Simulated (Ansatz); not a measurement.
# KNi (P4/mmm) in Ansatz: further runs, part 2 of 2

Ansatz 0.2.0. The steps go on from the part before.

### 3 Single point, PBEsol+U, collinear spin, antiferromagnetic start (another cell of the same crystal, with 4 atoms)

Input file input.yaml:

```yaml
crystal:
  lattice:
    - [3.66047789, 3.66047789, 0.0]
    - [-3.66047789, 3.66047789, 0.0]
    - [0.0, 0.0, 3.47888777]
  atoms:
    - { symbol: K, position: [0.0, 0.0, 0.0] }
    - { symbol: K, position: [0.5, 0.5, 0.0] }
    - { symbol: Ni, position: [0.5, 0.0, 0.5], spin: 2.5 }
    - { symbol: Ni, position: [0.0, 0.5, 0.5], spin: -2.5 }
hamiltonian:
  xc: pbesol
  pseudopotentials: { kind: paw }
  hubbard: { sites: [{ species: Ni, l: d, u_eff: 5.0 }] }
magnetization:
  spin_polarized: true
kpoints:
  mp_grid: { grid: [4, 4, 6] }
scf:
  occupations: { method: fermi_dirac, width: 0.05 }
output:
  forces: true
  stress: true
  eigenvalues: true
```

Potentials or basis: Ansatz PAW.

Launch:

```
$ ansatz run input.yaml --threads 2 --pin off --max-ram 5632MiB --backend cpu --events-out ev --progress --plain --runs-dir out
```

Output:

```text
Warning: where an SCF of this run starts from atoms to list the orders of its open shells, Ni (site 2, from 0) starts with 2.00 μB on its 3d shell, in the place of the 2.50 μB that the deck gives it: its open shells can hold no more by Hund's first rule. To start from spheres of the given moment, type scf.initial_density.shell_occupations: []
Warning: where an SCF of this run starts from atoms to list the orders of its open shells, Ni (site 3, from 0) starts with -2.00 μB on its 3d shell, in the place of the -2.50 μB that the deck gives it: its open shells can hold no more by Hund's first rule. To start from spheres of the given moment, type scf.initial_density.shell_occupations: []
Warning: RAYON_NUM_THREADS=2 ignored (pool sized by the plan → 2); use --threads N
K: projections on atomic orbitals take those of the free atom [Ne] 3s2 3p6 4s1, of charge +0.00 (hamiltonian.pseudopotentials.projection_atoms); the dataset's partial waves leave at most 2.3e-7 of an orbital's norm unspanned inside its sphere
[... 153 lines left out ...]
  k-point 1 ↑: bands = ["-94.7878", "-93.6419", "-56.5211", "-54.7637", "-54.7637", "-54.7043", "-54.0036", "-54.0036", "-22.6010", "-22.5332", "-6.4181", "-6.4181", "-6.1590", "-6.0553", "-6.0419", "-6.0419", "2.4379", "3.8065", "3.9192", "3.9192", "4.3037", "4.3939", "4.5021", "4.5021", "5.1700", "5.3491", "6.6651", "9.5119", "9.5565", "9.5565", "11.7143", "12.1063", "12.7061", "13.9173", "13.9173", "15.0529"]
  k-point 2 ↑: bands = ["-94.7876", "-93.6420", "-56.5219", "-54.7636", "-54.7636", "-54.7052", "-54.0035", "-54.0035", "-22.5696", "-22.5020", "-6.4934", "-6.3769", "-6.3769", "-6.3485", "-6.0134", "-6.0134", "2.6804", "3.8650", "3.8650", "4.3878", "4.4389", "4.4389", "4.4931", "4.9989", "5.2336", "5.3752", "7.6191", "8.8325", "9.1222", "9.1222", "10.4343", "12.1580", "12.3220", "13.0683", "13.0683", "14.4983"]
  k-point 23 ↓: bands = ["-94.7876", "-93.6420", "-56.5222", "-54.7636", "-54.7636", "-54.7056", "-54.0035", "-54.0035", "-22.5243", "-22.5243", "-6.5405", "-6.5405", "-6.4047", "-6.4038", "-5.9452", "-5.9430", "2.7704", "3.6523", "3.6523", "4.2425", "4.2425", "4.3339", "4.4392", "4.9895", "5.1162", "7.0786", "7.1975", "9.4913", "9.7455", "10.1221", "10.1221", "10.3283", "12.0695", "12.0695", "14.7574", "14.8177"]
Occupation matrices written to <dir>
```

occupation_matrices:

```text
# The occupation matrices of the corrected shells as a run of Ansatz 0.0.0 ended. An entry of
# hamiltonian.hubbard.sites starts from them by `starting_ns: <path of this file>`, where that key's refused
# combinations let it.
# Free energy -14635.229717 eV.
# projection_atom_K: [Ne] 3s2 3p6 4s1
[... 38 lines left out ...]
      - [-2.3635607360183997e-17, 0.0, 0.0, 0.9714948460334207, 0.0]
      - [1.0842021724855044e-19, 0.0, 0.0, 0.0, 0.9803022708362408]
  site3_d_down:
    matrix:
      - [0.992861399619602, 0.0, 0.0, -3.984442983884229e-17, 2.710505431213761e-20]
      - [0.0, 0.9894100365075398, 1.3552527156068805e-20, 0.0, 0.0]
      - [0.0, 1.3552527156068805e-20, 0.9894100365075398, 0.0, 0.0]
      - [-3.984442983884229e-17, 0.0, 0.0, 0.9809272690833204, 0.0]
      - [2.710505431213761e-20, 0.0, 0.0, 0.0, 0.9859009889735473]
```

It took 81 s on 2 threads of Arm Neoverse V2, shared host; peak memory 0.92 GiB.

What came out:

```
Free energy            : -14635.2297 eV
Pressure               : 5.9 GPa
Band gap on the k mesh : none (metal or under the smearing width)
Net moment             : 0.00 μB per cell
Absolute moment        : 2.09 μB per cell
Site moments           : K +0.00, -0.00; Ni +1.00, -1.00 μB
```

Stress tensor (GPa, compression positive):
```
6.42 0.00 0.00
0.00 6.42 0.00
0.00 0.00 4.93
```

Levels at points of the mesh, in eV from the Fermi level:
Spin up:
| k point | band 23 | band 24 | band 25 | band 26 | band 27 | band 28 | band 29 | band 30 | band 31 | band 32 |
| --- | --- | --- | --- | --- | --- | --- | --- | --- | --- | --- |
| (0.00, 0.00, 0.00) | -3.12 | -3.12 | -2.52 | -2.32 | -1.31 | 1.85 | 2.12 | 2.12 | 4.36 | 4.38 |
| (0.00, 0.00, -0.50) | -3.12 | -2.39 | -2.26 | -1.12 | -0.56 | 1.07 | 1.25 | 1.25 | 2.49 | 2.79 |
| (0.00, -0.50, 0.00) | -3.07 | -2.82 | -2.61 | -2.54 | -2.28 | 1.34 | 2.55 | 3.01 | 3.03 | 3.18 |
| (0.00, -0.50, -0.50) | -3.17 | -2.49 | -2.49 | -0.71 | -0.68 | 0.87 | 1.07 | 2.68 | 2.88 | 2.88 |
| (-0.50, -0.50, 0.00) | -3.06 | -2.72 | -2.40 | -1.31 | -1.24 | -0.48 | -0.48 | 1.97 | 4.70 | 4.70 |
| (-0.50, -0.50, -0.50) | -3.22 | -2.66 | -2.54 | -0.58 | -0.46 | 1.84 | 2.09 | 2.47 | 2.47 | 2.67 |
Spin down:
| k point | band 24 | band 25 | band 26 | band 27 | band 28 | band 29 | band 30 | band 31 |
| --- | --- | --- | --- | --- | --- | --- | --- | --- |
| (0.00, 0.00, 0.00) | -3.12 | -2.52 | -2.32 | -1.31 | 1.85 | 2.12 | 2.12 | 4.36 |
| (0.00, 0.00, -0.50) | -2.39 | -2.26 | -1.12 | -0.56 | 1.07 | 1.25 | 1.25 | 2.49 |
| (0.00, -0.50, 0.00) | -2.82 | -2.61 | -2.54 | -2.28 | 1.34 | 2.55 | 3.01 | 3.03 |
| (0.00, -0.50, -0.50) | -2.49 | -2.49 | -0.71 | -0.68 | 0.87 | 1.07 | 2.68 | 2.88 |
| (-0.50, -0.50, 0.00) | -2.72 | -2.40 | -1.31 | -1.24 | -0.48 | -0.48 | 1.97 | 4.70 |
| (-0.50, -0.50, -0.50) | -2.66 | -2.54 | -0.58 | -0.46 | 1.84 | 2.09 | 2.47 | 2.47 |

Eigenvalues of the final occupation matrices:
| site | spin | trace | eigenvalues |
| --- | --- | --- | --- |
| site 1 | 1 | 4.94 | 0.98 0.99 0.99 0.99 0.99 |
| site 1 | 2 | 3.94 | 0.01 0.97 0.98 0.99 0.99 |
| site 2 | 1 | 3.94 | 0.01 0.97 0.98 0.99 0.99 |
| site 2 | 2 | 4.94 | 0.98 0.99 0.99 0.99 0.99 |

Caveat: the magnetic or orbital state may not be the lowest; the PAW data sets come from PBE, with cores solved anew for the run's functional, which leaves a small shift of forces and pressure; the U is typed as a test and isn't derived for this compound. The state reached can hang on the start; a lower one may exist.
